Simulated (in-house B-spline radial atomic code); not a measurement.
**Ce¹¹⁺: ionisation energy by several methods**

One table from this session's results is given with a row withheld; the runs are named, their logs left out.

Method: scalar-relativistic (X2C), several functionals, spin-polarised; spherical all-electron atom at the radial basis limit. Code: in-house B-spline radial atomic code version 1.

## The atom as given

- element: cerium (Z = 58)
- charge: +11
- electrons: 47
- configuration: [Kr] 4d10 5s1
- nucleus: Fermi, rms radius 4.877 fm

The outer shells:

[Kr] 4d10 5s1
```
[Kr] core
4d [↑↓][↑↓][↑↓][↑↓][↑↓]
5s [↑ ]
```

Where spins are not typed, each open shell is filled with up spins first.

The first run:

Settings, as recorded:

```ini
Z = 58
electrons = 47.0
configuration = [Kr] 4d10 5s1
hamiltonian = x2c
method = lc_wpbe
spin_polarised = True
nucleus = fermi
rms_radius = 4.8771
mass_number = 140
atomic_mass = 139.905448433
speed_of_light = 137.035999084
```

Steps of the session up to this table: LC-ωPBE; OLYP; r2SCAN0; AM05; revTPSS; Hartree-Fock; LDA (VWN5).

One of the session's tables, all rows but one given; the rest of the session is left out.

```
      method  ΔSCF (eV)
  LDA (VWN5)     194.26
        OLYP     193.58
        AM05     193.50
     revTPSS     192.62
     r2SCAN0          ?
     LC-ωPBE     193.48
Hartree-Fock     190.42
```

**Question.** Estimate the row for r2SCAN0.

As computed: ΔSCF (eV): 192.16. In the column «ΔSCF (eV)» it lies between Hartree-Fock (190.42) and revTPSS (192.62).
